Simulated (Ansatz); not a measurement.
# Zn3C: what a guessed cell relaxes into

Where does this trial cell of Zn3C go when cell and atoms are let free?

Program: Ansatz 0.2.0. Level of theory: DFT PBE, scalar-relativistic, plane waves, PAW. These are calculated values, not measurements.

**1. Starting point**

Symmetry: Im-3m, No. 229, cubic system. The conventional cell has a = 4.946 Å, b = 4.946 Å, c = 4.946 Å, α = 90.00°, β = 90.00°, γ = 90.00°. Around Zn (site symmetry 4/mmm) lie 4 Zn at 2.47 Å and 2 C at 2.47 Å. C (site symmetry m-3m) is surrounded by 6 Zn at 2.47 Å.

Structure file:

```cif
data_structure
_symmetry_space_group_name_H-M 'Im-3m'
_symmetry_Int_Tables_number 229
_cell_length_a 4.9461
_cell_length_b 4.9461
_cell_length_c 4.9461
_cell_angle_alpha 90.000
_cell_angle_beta 90.000
_cell_angle_gamma 90.000
_cell_volume 121.00
loop_
_atom_site_label
_atom_site_type_symbol
_atom_site_symmetry_multiplicity
_atom_site_Wyckoff_symbol
_atom_site_fract_x
_atom_site_fract_y
_atom_site_fract_z
_atom_site_occupancy
Zn1 Zn 6 b 0.50000 0.00000 0.00000 1
C1 C 2 a 0.00000 0.00000 0.00000 1
```

A structure generator made this guess: random cell by space group and Wyckoff sites (Im-3m, No. 229). Its size is a rough estimate.

**2. Probe: one point on a coarse mesh**

input.yaml reads:

```yaml
crystal:
  lattice:
    - [-2.47303861, 2.47303861, 2.47303861]
    - [2.47303861, -2.47303861, 2.47303861]
    - [2.47303861, 2.47303861, -2.47303861]
  atoms:
    - { symbol: Zn, position: [0.0, 0.5, 0.5] }
    - { symbol: Zn, position: [0.5, 0.0, 0.5] }
    - { symbol: Zn, position: [0.5, 0.5, 0.0] }
    - { symbol: C, position: [0.0, 0.0, 0.0] }
basis:
  ecutwfc: 420
kpoints:
  mp_grid: { grid: [6, 6, 6] }
hamiltonian:
  xc: pbe
scf:
  occupations: { method: gaussian, width: 0.1 }
  lower_state_search: "off"
output:
  forces: true
  stress: true
  eigenvalues: true
```

On the command line:

```sh
$ ansatz run input.yaml --threads 1 --pin off --max-ram 2560MiB --backend cpu --events-out ev --progress --plain --runs-dir out
```

Standard output (excerpt; [...] marks lines left out):

```text
[...]
SCF converged after 6 iterations
Free energy (F): -10203.238526 eV
[...]
E sigma→0 (E₀):  -10203.234339 eV
Entropy (-TS):   -0.008374 eV (-2.094 meV/atom)
Fermi energy:    8.527135 eV
[...]
--- Forces (eV/Å), atoms counted from 1 ---
  atom   1  Zn     0.00000000    -0.00000000     0.00000000
  atom   2  Zn     0.00000000     0.00000000     0.00000000
  atom   3  Zn     0.00000000    -0.00000000    -0.00000000
  atom   4  C     -0.00000000     0.00000000    -0.00000000
[...]
--- Stress (GPa, compression-positive) ---
       -2.734543      -0.000000      -0.000000
       -0.000000      -2.734543       0.000000
       -0.000000       0.000000      -2.734543
  P = ⅓ Tr σ = -2.7345 GPa (-27.345 kbar)
--- Band table (eV; the first three rows and the last of 16) ---
  k-point 0: bands = ["-2.5685", "0.5146", "0.5146", "0.6410", "0.7659", "0.7659", "0.7659", "1.6945", "1.6945", "1.6945", "1.8657", "1.8657", "1.8850", "1.8850", "1.8850", "2.3170", "5.3199", "7.3211", "7.3211", "7.3211", "10.4308", "10.4308", "10.4308", "12.5715"]
[...]
```

Run time: 1.6 s. Hardware: 1 thread of Arm Neoverse V1, shared host; peak memory 0.31 GiB.

From the probe: pressure -2.7 GPa, largest force 0.00 eV/Å, gap on this mesh none (metal). A guess like this is first relaxed loosely on the coarse mesh.

**3. Spin check on a coarse mesh**

Edit input.yaml of step 2 so:

```diff
@@ -9,3 +9,3 @@
     - { symbol: Zn, position: [0.5, 0.5, 0.0] }
-    - { symbol: C, position: [0.0, 0.0, 0.0] }
+    - { symbol: C, position: [0.0, 0.0, 0.0], spin: 1.0 }
 basis:
@@ -23 +23,4 @@
   eigenvalues: true
+  populations: true
+magnetization:
+  spin_polarized: true
```

On the command line:

```sh
$ ansatz run input.yaml --threads 1 --pin off --max-ram 2560MiB --backend cpu --events-out ev --progress --plain --runs-dir out
```

Standard output (excerpt; [...] marks lines left out):

```text
[...]
SCF converged after 17 iterations
Magnetization: 0.0000 μB (20.0000 up, 20.0000 down)
Absolute magnetization: 0.0000 μB (∫|ρ↑−ρ↓|, with the PAW one-centre terms)
Spin contamination: 0.0000 ħ² per cell (⟨S²⟩ above its minimum at these occupations)
Per-site moments (μB) at R_I (Å): [(2.516840558353327e-7, 1.0201284266250001), (2.5168405582382343e-7, 1.0201284266250001), (2.5168405567521065e-7, 1.0201284266250001), (-1.07875768615808e-6, 1.0201284266250001)]
Free energy (F): -10203.238526 eV
[...]
E sigma→0 (E₀):  -10203.234339 eV
Entropy (-TS):   -0.008374 eV (-2.094 meV/atom)
Fermi energy:    8.527149 eV
[...]
--- Forces (eV/Å), atoms counted from 1 ---
  atom   1  Zn    -0.00000000    -0.00000000    -0.00000000
  atom   2  Zn     0.00000000     0.00000000    -0.00000000
  atom   3  Zn     0.00000000    -0.00000000    -0.00000000
  atom   4  C     -0.00000000     0.00000000     0.00000000
[...]
--- Stress (GPa, compression-positive) ---
       -2.734495      -0.000000       0.000000
       -0.000000      -2.734495       0.000000
        0.000000      -0.000000      -2.734495
  P = ⅓ Tr σ = -2.7345 GPa (-27.345 kbar)
--- Band table (eV; the first three rows and the last of 32) ---
  k-point 0 ↑: bands = ["-2.5685", "0.5145", "0.5145", "0.6409", "0.7658", "0.7658", "0.7658", "1.6944", "1.6944", "1.6944", "1.8656", "1.8656", "1.8849", "1.8849", "1.8849", "2.3169", "5.3199", "7.3211", "7.3211", "7.3211", "10.4309", "10.4309", "10.4309", "12.5715", "12.5715"]
[...]
--- Löwdin populations: 4 sites ---
  site symbol       q [e]    m [muB]
     0     Zn     11.2783     0.0000
     1     Zn     11.2783     0.0000
     2     Zn     11.2783     0.0000
     3      C      5.4132    -0.0000
  spilling = 0.018798 (of n_electrons = 40.000000)
```

Wall time 6.5 s (1 thread of Arm Neoverse V1, shared host); peak memory 0.33 GiB.

By site:

```tsv
atom	Löwdin electrons
Zn1	11.28
Zn2	11.28
Zn3	11.28
C4	5.41
```

The Löwdin counts miss 0.75 of the 40 electrons, which the atomic orbitals do not span, so they are no charges.

The same cell is solved with trial moments on C. The largest site moment that stays is 0.00 μB and the cell's total 0.00 μB. The workflow keeps spin only above 0.25 μB on a site, so the next run goes without spin.

**4. Rough relaxation on the coarse mesh**

Edit input.yaml of step 3 so:

```diff
@@ -9,3 +9,3 @@
     - { symbol: Zn, position: [0.5, 0.5, 0.0] }
-    - { symbol: C, position: [0.0, 0.0, 0.0], spin: 1.0 }
+    - { symbol: C, position: [0.0, 0.0, 0.0] }
 basis:
@@ -23,4 +23,6 @@
   eigenvalues: true
-  populations: true
-magnetization:
-  spin_polarized: true
+relax:
+  adjacent_minimum: "off"
+  f_tol: 0.04
+  max_steps: 70
+  cell: { stress_tol: 0.4 }
```

On the command line:

```sh
$ ansatz run input.yaml --threads 1 --pin off --max-ram 2560MiB --backend cpu --events-out ev --progress --plain --runs-dir out
```

Standard output:

```text
Warning: RAYON_NUM_THREADS=1 ignored (pool sized by the plan → 1); use --threads N
Engine: ansatz 0.2.0, aarch64-unknown-linux-gnu
Pseudopotentials: kind: paw
Pseudopotential: Zn, paw, valence charge 12, recommended cutoff 420 eV (normal), Zn.paw.azcp
Pseudopotential: C, paw, valence charge 4, recommended cutoff 420 eV (normal), C.paw.azcp
Functional definition: PBE
  parameter kappa = 0.804
  parameter beta = 0.06672455060314922
  exchange = pbe_x(kappa = kappa, mu = beta*pi^2/3)
  correlation = pbe_c(beta = beta)
Crystal: 4 atoms, lattice volume = 60.500 Å³
Basis set: ecut = 420 eV, 1205 PW (Γ), exchange–correlation on 60×60×60 points (8 copies of the dense FFT grid, shifted against one another)
Bands: 24, of which v1, the nominal top of the filled ones, is band 20 counted from 1 (19 counted from 0)
Symmetry: 48 space group operations
Space group: Im-3m (ITA 229), of the structure as read, at distance tolerance 3.9e-5 Å
k-points: 16 of 216
Non-local potential: Zn, projectors of the file, l = 0: 2, l = 1: 2, l = 2: 3, l = 3: 1
Non-local potential: C, projectors of the file, l = 0: 2, l = 1: 2, l = 2: 1
PAW form: soft (Blöchl's): semilocal exchange-correlation on the pseudo side does not see the compensation charge
PAW one-centre angular grid: Zn, 590 points (default); XC on 64 Gauss nodes
PAW one-centre angular grid: C, 110 points (default); XC on 64 Gauss nodes
Initial density: superposition of atomic densities (neutral atoms: chi_scale 0, normalization atom), corrected by the library's trained network
Initial wavefunctions: pseudopotential atomic-orbital guess
Functional: x = pbe(κ = 0.804, μ = 0.2195149727645171), c = pbe(β = 0.06672455060314922)
SCF iter   1: F=—  HF=-10203.238655 eV  |F-HF|=—  |Δ(HF+E_count)|=         —  Δρ=2.91e-3  dr2=7.93e-3  ethr=1.77e-3  ⟨swp⟩=5.3  Hψ=1570  notcnv=0
preconditioner: auto → Resta (q_TF=auto, 2.546 Å⁻¹)  ε∞=12.3  [insulator: Δε(μ)=0.362 eV  Ē_g=9.000 eV  σ=0.100 eV  W_gap=0.50  n_scr=18 (ndim 8)  ℏωp=30.2 eV  f_vac=0.000  D(μ)=1.68/eV (n_scr^D=12)  ε∞_Penn≈12.3]
SCF iter   2: F=—  HF=-10203.238434 eV  |F-HF|=—  |Δ(HF+E_count)|=   2.21e-4  Δρ=7.01e-4  dr2=1.81e-4  ethr=1.98e-5  ⟨swp⟩=2.3  Hψ=738  notcnv=0
SCF iter   3: F=—  HF=-10203.238481 eV  |F-HF|=—  |Δ(HF+E_count)|=   4.75e-5  Δρ=4.42e-4  dr2=8.80e-5  ethr=4.53e-7  ⟨swp⟩=2.4  Hψ=688  notcnv=0
SCF iter   4: F=—  HF=-10203.238534 eV  |F-HF|=—  |Δ(HF+E_count)|=   5.30e-5  Δρ=3.04e-4  dr2=3.45e-5  ethr=2.20e-7  ⟨swp⟩=2.1  Hψ=683  notcnv=0
SCF iter   5: F=—  HF=-10203.238525 eV  |F-HF|=—  |Δ(HF+E_count)|=   8.68e-6  Δρ=8.38e-5  dr2=2.52e-6  ethr=8.62e-8  ⟨swp⟩=2.0  Hψ=674  notcnv=0
SCF iter   6: F=-10203.238526 eV  HF=-10203.238526 eV  |F-HF|=7.80e-8  |Δ(HF+E_count)|=   8.85e-7  Δρ=1.10e-5  dr2=4.31e-8  ethr=2.50e-10  ⟨swp⟩=3.6  Hψ=1630  notcnv=0
SCF 1 converged in 6 iterations: F = -10203.238526 eV  dr2 = 4.31e-8
relax step   1: F+E_penalty+E_count = -10203.23852644 eV  Δ(F+E_penalty+E_count) = +0.000e0 eV  max|allowed force component| = 1.379e-29 eV/Å  Δτ_max = 0.0000 Å  P = -2.735 GPa  Ω = 60.500 Å³  (6 SCF iters, dr2 threshold 1.00e-7 eV, accepted)
Crystal: 4 atoms, lattice volume = 59.034 Å³
Basis set: ecut = 420 eV, 1157 PW (Γ), exchange–correlation on 60×60×60 points (8 copies of the dense FFT grid, shifted against one another)
Initial density: handed on by an earlier stage of this run
Initial wavefunctions: those handed on with the density
iter 1 solved again at ethr=9.44e-6 eV; its pass at ethr=3.10e-3 eV (dr2=3.78e-3 eV) is discarded
SCF iter   1: F=—  HF=-10203.258353 eV  |F-HF|=—  |Δ(HF+E_count)|=         —  Δρ=2.34e-3  dr2=3.82e-3  ethr=9.44e-6  ⟨swp⟩=2.0  Hψ=1916  notcnv=0
preconditioner: auto → Kerker (q_TF=auto, 2.557 Å⁻¹)  [metal: Δε(μ)=0.016 eV  Ē_g=9.073 eV  σ=0.100 eV  W_gap=0.09  n_scr=12 (ndim 8)  ℏωp=30.6 eV  f_vac=0.000  D(μ)=1.66/eV (n_scr^D=12)]
SCF iter   2: F=—  HF=-10203.257616 eV  |F-HF|=—  |Δ(HF+E_count)|=   7.37e-4  Δρ=3.18e-4  dr2=6.74e-5  ethr=9.44e-6  ⟨swp⟩=2.1  Hψ=676  notcnv=0
SCF iter   3: F=—  HF=-10203.257531 eV  |F-HF|=—  |Δ(HF+E_count)|=   8.48e-5  Δρ=4.59e-4  dr2=1.05e-4  ethr=1.68e-7  ⟨swp⟩=2.0  Hψ=691  notcnv=0
SCF iter   4: F=—  HF=-10203.257500 eV  |F-HF|=—  |Δ(HF+E_count)|=   3.12e-5  Δρ=1.32e-4  dr2=7.04e-6  ethr=1.68e-7  ⟨swp⟩=2.0  Hψ=656  notcnv=0
SCF iter   5: F=—  HF=-10203.257501 eV  |F-HF|=—  |Δ(HF+E_count)|=   1.02e-6  Δρ=6.05e-5  dr2=8.43e-7  ethr=1.76e-8  ⟨swp⟩=2.1  Hψ=679  notcnv=0
SCF iter   6: F=-10203.257502 eV  HF=-10203.257502 eV  |F-HF|=1.31e-9  |Δ(HF+E_count)|=   9.56e-7  Δρ=7.23e-6  dr2=3.22e-8  ethr=1.00e-9  ⟨swp⟩=5.1  Hψ=1652  notcnv=0
SCF 2 converged in 6 iterations: F = -10203.257502 eV  dr2 = 3.22e-8
relax step   2: F+E_penalty+E_count = -10203.25750218 eV  Δ(F+E_penalty+E_count) = -1.898e-2 eV  max|allowed force component| = 6.368e-29 eV/Å  Δτ_max = 0.0000 Å  P = -1.028 GPa  Ω = 59.034 Å³  energy of the carried Pulay correction = +1.584e-3 eV  (6 SCF iters, dr2 threshold 4.00e-7 eV, accepted)
Crystal: 4 atoms, lattice volume = 58.186 Å³
iter 1 solved again at ethr=3.17e-6 eV; its pass at ethr=3.10e-3 eV (dr2=1.27e-3 eV) is discarded
SCF iter   1: F=—  HF=-10203.261295 eV  |F-HF|=—  |Δ(HF+E_count)|=         —  Δρ=1.44e-3  dr2=1.42e-3  ethr=3.17e-6  ⟨swp⟩=2.1  Hψ=1894  notcnv=0
preconditioner: auto → Kerker (q_TF=auto, 2.563 Å⁻¹)  [metal: Δε(μ)=0.022 eV  Ē_g=9.148 eV  σ=0.100 eV  W_gap=0.12  n_scr=12 (ndim 8)  ℏωp=30.8 eV  f_vac=0.000  D(μ)=1.65/eV (n_scr^D=12)]
SCF iter   2: F=—  HF=-10203.261020 eV  |F-HF|=—  |Δ(HF+E_count)|=   2.75e-4  Δρ=1.97e-4  dr2=2.65e-5  ethr=3.17e-6  ⟨swp⟩=2.0  Hψ=671  notcnv=0
SCF iter   3: F=—  HF=-10203.260998 eV  |F-HF|=—  |Δ(HF+E_count)|=   2.18e-5  Δρ=2.87e-4  dr2=4.04e-5  ethr=6.62e-8  ⟨swp⟩=2.0  Hψ=691  notcnv=0
SCF iter   4: F=—  HF=-10203.260986 eV  |F-HF|=—  |Δ(HF+E_count)|=   1.21e-5  Δρ=8.22e-5  dr2=2.74e-6  ethr=6.62e-8  ⟨swp⟩=2.0  Hψ=653  notcnv=0
SCF iter   5: F=-10203.260987 eV  HF=-10203.260987 eV  |F-HF|=2.87e-7  |Δ(HF+E_count)|=   3.57e-7  Δρ=3.75e-5  dr2=3.15e-7  ethr=1.00e-9  ⟨swp⟩=5.8  Hψ=1788  notcnv=0
SCF 3 converged in 5 iterations: F = -10203.260987 eV  dr2 = 3.15e-7
relax step   3: F+E_penalty+E_count = -10203.26098687 eV  Δ(F+E_penalty+E_count) = -3.485e-3 eV  max|allowed force component| = 2.071e-29 eV/Å  Δτ_max = 0.0000 Å  P = +0.080 GPa  Ω = 58.186 Å³  energy of the carried Pulay correction = +2.519e-3 eV  (5 SCF iters, dr2 threshold 4.00e-7 eV, accepted)
Initial wavefunctions: pseudopotential atomic-orbital guess (no wavefunctions were taken with the density)
iter 1 solved again at ethr=1.03e-7 eV; its pass at ethr=3.10e-3 eV (dr2=4.11e-5 eV) is discarded
SCF iter   1: F=—  HF=-10203.258659 eV  |F-HF|=—  |Δ(HF+E_count)|=         —  Δρ=9.61e-5  dr2=1.30e-6  ethr=1.03e-7  ⟨swp⟩=3.0  Hψ=2709  notcnv=0
preconditioner: auto → Kerker (q_TF=auto, 2.563 Å⁻¹)  [metal: Δε(μ)=0.018 eV  Ē_g=9.167 eV  σ=0.100 eV  W_gap=0.10  n_scr=12 (ndim 8)  ℏωp=30.8 eV  f_vac=0.000  D(μ)=1.66/eV (n_scr^D=12)]
SCF iter   2: F=—  HF=-10203.258674 eV  |F-HF|=—  |Δ(HF+E_count)|=   1.56e-5  Δρ=1.12e-4  dr2=4.00e-6  ethr=3.24e-9  ⟨swp⟩=2.1  Hψ=719  notcnv=0
SCF iter   3: F=—  HF=-10203.258674 eV  |F-HF|=—  |Δ(HF+E_count)|=   7.44e-8  Δρ=3.41e-5  dr2=3.09e-7  ethr=3.24e-9  ⟨swp⟩=2.0  Hψ=689  notcnv=0
SCF iter   4: F=—  HF=-10203.258674 eV  |F-HF|=—  |Δ(HF+E_count)|=   1.28e-7  Δρ=6.58e-6  dr2=1.45e-8  ethr=7.71e-10  ⟨swp⟩=2.0  Hψ=705  notcnv=0
SCF iter   5: F=—  HF=-10203.258674 eV  |F-HF|=—  |Δ(HF+E_count)|=   3.35e-8  Δρ=2.79e-6  dr2=4.39e-9  ethr=3.63e-11  ⟨swp⟩=2.1  Hψ=714  notcnv=0
SCF iter   6: F=-10203.258674 eV  HF=-10203.258674 eV  |F-HF|=1.13e-10  |Δ(HF+E_count)|=  1.67e-10  Δρ=7.75e-7  dr2=2.79e-10  ethr=6.40e-12  ⟨swp⟩=4.1  Hψ=1428  notcnv=0
SCF 4 converged in 6 iterations: F = -10203.258674 eV  dr2 = 2.79e-10
relax step   4: F+E_penalty+E_count = -10203.25867420 eV  Δ(F+E_penalty+E_count) = +2.313e-3 eV  max|allowed force component| = 1.454e-29 eV/Å  Δτ_max = 0.0000 Å  P = +0.051 GPa  Ω = 58.186 Å³  stress off target by 5.13e-2 GPa  SCF on the basis re-selected at this cell (its energy is not comparable with the rows above)  (6 SCF iters)
basis re-selected at this cell: Δ(F+E_penalty+E_count) = +2.313e-3 eV, ΔP = -0.029 GPa vs the last step (what re-selecting the basis moved, of the pressure what is left beyond the Pulay correction that the steps carried, after the strain that the cell walked since its last selection, with what the two solves' SCF thresholds leave and, on support functions, any second-order correction that the steps lacked; it is no measure of the basis error at this ecutwfc). This SCF's stress stands 5.13e-2 GPa from its target on what of the cell is left free (relax.cell.stress_tol is 4.00e-1 GPa) and its largest allowed force component is 1.45e-29 eV/Å (relax.f_tol is 4.00e-2 eV/Å): within both
SCF converged after 6 iterations
Free energy (F): -10203.258674 eV
Harris-Foulkes:  -10203.258674 eV  (|F-HF|=1.13e-10)
Internal energy: -10203.250377 eV  (E = F + TS)
E sigma→0 (E₀):  -10203.254525 eV
Entropy (-TS):   -0.008297 eV (-2.074 meV/atom)
Fermi energy:    9.063680 eV
--- Per-component energies (eV) ---
  E_band       = 101.184507
  E_kinetic    = 469.635745
  E_local      = -5056.119108  (includes V_loc(G=0)·N_el)
  E_nonlocal   = 1859.606074
  E_hartree    = 2109.292660
  E_xc         = -457.909728
  E_vxc        = -212.812849  (∫ρ·V_xc dr)
  E_paw        = -5570.829275  (= ΣΔE_a)
  E_vpaw       = -1177.710273  (= ΣTr[D̂ρ^β])
  E_aug_tail   = -0.001085  (compensation charges beyond the density's cutoff)
  E_ewald      = -3556.925658
  E_smearing   = -0.008297  (= −TS)
  E_closure    = -0.000000  (closes the sum)
  Σ components = -10203.258674   (vs F -10203.258674, Δ=0.00e0)
--- Forces (eV/Å), atoms counted from 1 ---
  atom   1  Zn    -0.00000000    -0.00000000    -0.00000000
  atom   2  Zn     0.00000000    -0.00000000     0.00000000
  atom   3  Zn     0.00000000    -0.00000000     0.00000000
  atom   4  C     -0.00000000     0.00000000     0.00000000
  max |Σ_I F_I| component: 4.13e-29 eV/Å
--- Stress (GPa, compression-positive) ---
        0.051275       0.000000      -0.000000
       -0.000000       0.051275      -0.000000
        0.000000      -0.000000       0.051275
  P = ⅓ Tr σ = 0.0513 GPa (0.513 kbar)
--- Band table (eV; the first three rows and the last of 16) ---
  k-point 0: bands = ["-2.3105", "0.9007", "0.9007", "1.0315", "1.1550", "1.1550", "1.1550", "2.1609", "2.1609", "2.1609", "2.3401", "2.3401", "2.3665", "2.3665", "2.3665", "2.8294", "5.9715", "7.7501", "7.7501", "7.7501", "10.9598", "10.9598", "10.9598", "13.3775"]
  k-point 1: bands = ["-2.0476", "0.9209", "0.9922", "1.1031", "1.1851", "1.2270", "1.2343", "2.1090", "2.1280", "2.1291", "2.2541", "2.2706", "2.3046", "2.3389", "2.3418", "2.6839", "5.0289", "7.6556", "7.8050", "8.2399", "9.6538", "10.5084", "10.7844", "14.6297"]
  k-point 2: bands = ["-1.3796", "0.9122", "1.2545", "1.2563", "1.2916", "1.4153", "1.5061", "1.9546", "2.0004", "2.0441", "2.0507", "2.0730", "2.1472", "2.2907", "2.3133", "2.4170", "3.6699", "6.7726", "7.4831", "7.7599", "9.8354", "10.9198", "11.2919", "15.4220"]
  k-point 15: bands = ["-0.9187", "0.9008", "0.9679", "0.9679", "1.3903", "1.3903", "1.3903", "2.0714", "2.0714", "2.0714", "2.3828", "2.3828", "2.3828", "2.4722", "2.4722", "3.3030", "5.1731", "5.1731", "5.1731", "6.4738", "6.4738", "12.2140", "12.2140", "12.2140"]
--- Relaxed structure (3 steps of the walk, 3 accepted, 1 SCFs on fresh bases) ---
  F+E_penalty+E_count = -10203.25867420 eV   max|allowed force component| = 1.454e-29 eV/Å   (the final SCF, on the basis selected at the relaxed cell)
  cell:  # Å, volume = 58.1860 Å³
    - [-2.4411040655722984, 2.4411040655722984, 2.4411040655722984]
    - [2.4411040655722984, -2.4411040655722984, 2.4411040655722984]
    - [2.4411040655722984, 2.4411040655722984, -2.4411040655722984]
  atoms:
    - { symbol: Zn, position: [2.779415394994761e-35, 0.5, 0.5] }
    - { symbol: Zn, position: [0.5, 3.119113540415423e-35, 0.5] }
    - { symbol: Zn, position: [0.5, 0.5, 3.4316037928196423e-35] }
    - { symbol: C, position: [7.605182360373955e-37, -5.982743457617983e-36, -7.047468987998733e-36] }
```

Run time: 6.2 s. Hardware: 1 thread of Arm Neoverse V1, shared host; peak memory 0.32 GiB.

The steps of the relaxation:

```csv
step,energy from step 1 (eV/cell),largest force component (eV/Å),pressure (GPa),volume (Å³)
1,0.0000,0.0000,-2.73,60.50
2,-0.0190,0.0000,-1.03,59.03
3,-0.0225,0.0000,0.08,58.19
4,-0.0201,0.0000,0.05,58.19
```

Step 1 is the start. Step 4 repeats the geometry before it on a plane-wave basis chosen anew for that cell, so its energy need not be comparable with the rows above.

Lengths and angles in the start's conventional setting:

|  | before | after | change |
| --- | --- | --- | --- |
| a (Å) | 4.946 | 4.882 | -1.3 % |
| b (Å) | 4.946 | 4.882 | -1.3 % |
| c (Å) | 4.946 | 4.882 | -1.3 % |
| volume (Å³/atom) | 15.12 | 14.55 | -3.8 % |
| shortest distance (Å) | 2.473 | 2.441 | -1.3 % |
| space group (0.01 Å) | Im-3m | Im-3m | same |

The run keeps the 48 symmetry operations of the start, so it could not have lowered the symmetry.

**5. Spin check on a coarse mesh**

input.yaml reads:

```yaml
crystal:
  lattice:
    - [-2.4411040656, 2.4411040656, 2.4411040656]
    - [2.4411040656, -2.4411040656, 2.4411040656]
    - [2.4411040656, 2.4411040656, -2.4411040656]
  atoms:
    - { symbol: Zn, position: [0.0, 0.5, 0.5] }
    - { symbol: Zn, position: [0.5, 0.0, 0.5] }
    - { symbol: Zn, position: [0.5, 0.5, 0.0] }
    - { symbol: C, position: [0.0, 0.0, 0.0], spin: 1.0 }
basis:
  ecutwfc: 420
kpoints:
  mp_grid: { grid: [6, 6, 6] }
hamiltonian:
  xc: pbe
scf:
  occupations: { method: gaussian, width: 0.1 }
  lower_state_search: "off"
output:
  forces: true
  stress: true
  eigenvalues: true
  populations: true
magnetization:
  spin_polarized: true
```

On the command line:

```sh
$ ansatz run input.yaml --threads 1 --pin off --max-ram 2560MiB --backend cpu --events-out ev --progress --plain --runs-dir out
```

Standard output (excerpt; [...] marks lines left out):

```text
[...]
SCF converged after 16 iterations
Magnetization: 0.0000 μB (20.0000 up, 20.0000 down)
Absolute magnetization: 0.0000 μB (∫|ρ↑−ρ↓|, with the PAW one-centre terms)
Spin contamination: 0.0000 ħ² per cell (⟨S²⟩ above its minimum at these occupations)
Per-site moments (μB) at R_I (Å): [(3.1925820350978705e-7, 1.0069554270599999), (3.1925820396333095e-7, 1.0069554270599999), (3.192582034397786e-7, 1.0069554270599999), (8.850248447844712e-8, 1.0069554270599999)]
Free energy (F): -10203.258674 eV
[...]
E sigma→0 (E₀):  -10203.254525 eV
Entropy (-TS):   -0.008298 eV (-2.074 meV/atom)
Fermi energy:    9.063679 eV
[...]
--- Forces (eV/Å), atoms counted from 1 ---
  atom   1  Zn    -0.00000000    -0.00000000     0.00000000
  atom   2  Zn     0.00000000    -0.00000000    -0.00000000
  atom   3  Zn     0.00000000    -0.00000000     0.00000000
  atom   4  C     -0.00000000     0.00000000     0.00000000
[...]
--- Stress (GPa, compression-positive) ---
        0.051277      -0.000000       0.000000
       -0.000000       0.051277      -0.000000
       -0.000000      -0.000000       0.051277
  P = ⅓ Tr σ = 0.0513 GPa (0.513 kbar)
--- Band table (eV; the first three rows and the last of 32) ---
  k-point 0 ↑: bands = ["-2.3105", "0.9007", "0.9007", "1.0315", "1.1549", "1.1549", "1.1549", "2.1609", "2.1609", "2.1609", "2.3401", "2.3401", "2.3665", "2.3665", "2.3665", "2.8294", "5.9715", "7.7501", "7.7501", "7.7501", "10.9598", "10.9598", "10.9598", "13.3775", "13.3775"]
[...]
--- Löwdin populations: 4 sites ---
  site symbol       q [e]    m [muB]
     0     Zn     11.2671     0.0000
     1     Zn     11.2671     0.0000
     2     Zn     11.2671     0.0000
     3      C      5.4444    -0.0000
  spilling = 0.018854 (of n_electrons = 40.000000)
```

It took 6 s on 1 thread of Arm Neoverse V1, shared host; peak memory 0.33 GiB.

Site by site:

```tsv
atom	Löwdin electrons
Zn1	11.27
Zn2	11.27
Zn3	11.27
C4	5.44
```

The Löwdin counts miss 0.75 of the 40 electrons, which the atomic orbitals do not span, so they are no charges.

The same cell is solved with trial moments on C. The largest site moment that stays is 0.00 μB and the cell's total 0.00 μB. The workflow keeps spin only above 0.25 μB on a site, so the next run goes without spin.

[end of part 1 of 2]
